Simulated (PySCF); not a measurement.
CBOBrH4, in a box:

```
CELL_PARAMETERS angstrom
11.00000 0.00000 0.00000
0.00000 13.00000 0.00000
0.00000 0.00000 12.00000
ATOMIC_POSITIONS crystal
C 0.50790 0.60432 0.52968
B 0.52754 0.48602 0.52555
O 0.58515 0.43495 0.60742
Br 0.46758 0.40704 0.39824
H 0.54570 0.63805 0.60539
H 0.54985 0.64117 0.45733
H 0.41100 0.62269 0.52519
H 0.59137 0.36206 0.59480
```

Base run:

- Program: PySCF 2.14.0
- Functional: PW91
- Potentials or basis: 6-31g* (all-electron)
- k mesh: 1 × 1 × 1
- Occupations: fixed
- Spin: no spin polarisation

Its results: gap between the frontier levels 6.07 eV.

Question: The run is repeated on the same cell with these changes: functional from PW91 to B3LYP. What comes out?

Answer: Gap between the frontier levels 7.96 eV.

B3LYP gives the wider gap, since exact exchange removes part of the self-interaction.

Caveats: this is a molecule in a periodic box at the Γ point, so its band gap is the HOMO-LUMO gap; relativity is left out, which matters for the heavier elements; the basis of atomic orbitals isn't converged, which shifts pressures, moduli and gaps.

A k mesh can miss the band edges.

Not every run made on this cell is shown here.
